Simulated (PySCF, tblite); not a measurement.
**C5H10F2SeSi: geometry, infrared bands and NMR shifts**

Aim: predict the infrared bands and NMR shifts of C5H10F2SeSi (`F[C@@H]1CCC[SiH2][Se][C@@H]1F`).

The runs use tblite 0.8.0 and PySCF 2.14.0, with density-fitted response routines of our own; the level of theory stands in each step. All values are computed, except where a source is named. Atoms count from 0, in the outputs and in this text.

## (1) The molecule as given

19 atoms, charge 0, multiplicity 1; geometry from: force field or distance geometry start.

Bonds of the start (Å): F0–C1 1.39, C1–C2 1.55, C2–C3 1.53, C3–C4 1.53, C4–Si5 1.87, Si5–Se6 2.28, Se6–C7 1.95, C7–F8 1.38, C7–C1 1.54, C1–H9 1.10, C2–H10 1.12, C2–H11 1.11, C3–H12 1.11, C3–H13 1.12, C4–H14 1.10, C4–H15 1.11, Si5–H16 1.47, Si5–H17 1.47, C7–H18 1.11.

## (2) Optimising the geometry with GFN2-xTB

The job: settings as JSON, then the geometry in Å.

```
{"job": {"kind": "relax", "xc": "GFN2-xTB", "basis": "xTB"}, "charge": 0, "multiplicity": 1}
F     -2.115500    -0.746700     1.230000
C     -1.788900    -0.008900     0.094000
C     -0.789900    -0.801900    -0.784600
C      0.401600    -1.405300    -0.042700
C      1.726000    -0.688600    -0.290300
Si     1.754000     1.061500     0.375000
Se     0.076100     1.363900     1.885600
C     -1.292900     1.395900     0.499900
F     -2.369400     2.105700     0.988600
H     -2.718700     0.119900    -0.486100
H     -1.375100    -1.635700    -1.249100
H     -0.465000    -0.163800    -1.632600
H      0.526600    -2.458900    -0.374800
H      0.222100    -1.481300     1.056200
H      2.542200    -1.242700     0.199100
H      1.939500    -0.658800    -1.374700
H      1.589800     2.016100    -0.727800
H      3.055400     1.305500     1.022300
H     -0.927800     1.933300    -0.395400
```

Launch:

```
> OMP_NUM_THREADS=1 python probes_run.py task.json out
```

One launch serves the whole session: the jobs run in the order shown.

**Question.** This job is followed by: GFN2-xTB harmonic vibrations, gas phase; GIAO PBE0/pcSseg-1 NMR shielding, non-relativistic, gas phase. What will the session give for the following? strongest single infrared mode (GFN2-xTB); zero-point energy (GFN2-xTB); ¹³C shifts against TMS (PBE0/pcSseg-1); ¹H shifts against TMS (PBE0/pcSseg-1); ¹⁹F shifts against CFCl3 (PBE0/pcSseg-1); ²⁹Si shifts against TMS (PBE0/pcSseg-1); ⁷⁷Se shifts against Me2Se (PBE0/pcSseg-1).

**Answer**, as computed:

```
                                 quantity                                                           value
strongest single infrared mode (GFN2-xTB)                                           2265 cm⁻¹, 279 km/mol
             zero-point energy (GFN2-xTB)                                                   87.9 kcal/mol
   ¹³C shifts against TMS (PBE0/pcSseg-1)                               111.9, 97.1, 37.7, 22.3, 14.3 ppm
    ¹H shifts against TMS (PBE0/pcSseg-1)  6.23, 5.21, 4.95, 4.90, 2.39, 1.92, 1.83, 1.32, 1.24, 0.67 ppm
 ¹⁹F shifts against CFCl3 (PBE0/pcSseg-1)                                              -176.2, -196.6 ppm
  ²⁹Si shifts against TMS (PBE0/pcSseg-1)                                                       -26.7 ppm
⁷⁷Se shifts against Me2Se (PBE0/pcSseg-1)                                                        -163 ppm
```

Relaxing lowered the energy by 0.193 eV in 195 steps; the close pair that moved most is C4–Si5, from 1.873 to 1.912 Å. All 51 modes are real, so the xTB geometry is a minimum. The strongest single mode, at 2265 cm⁻¹, moves mainly H16. GFN2-xTB is a fitted tight-binding method: band positions and strengths are rough. Its intensities can rank the bands wrongly. The most deshielded carbon is C7 (sp3 CH bonded to F and Se), at 111.9 ppm: deshielded by the electronegative neighbour. H18 (hydrogen on an sp3 CH bonded to F and Se) lies farthest downfield among hydrogen, at 6.23 ppm; its carbon carries F, hence the downfield position. At PBE0/pcSseg-1: Shielding is most anisotropic at Se6 (span 882 ppm, paramagnetic term -1078 ppm). Spin-orbit coupling is left out, which matters for shieldings and couplings at and beside the heavy atoms.
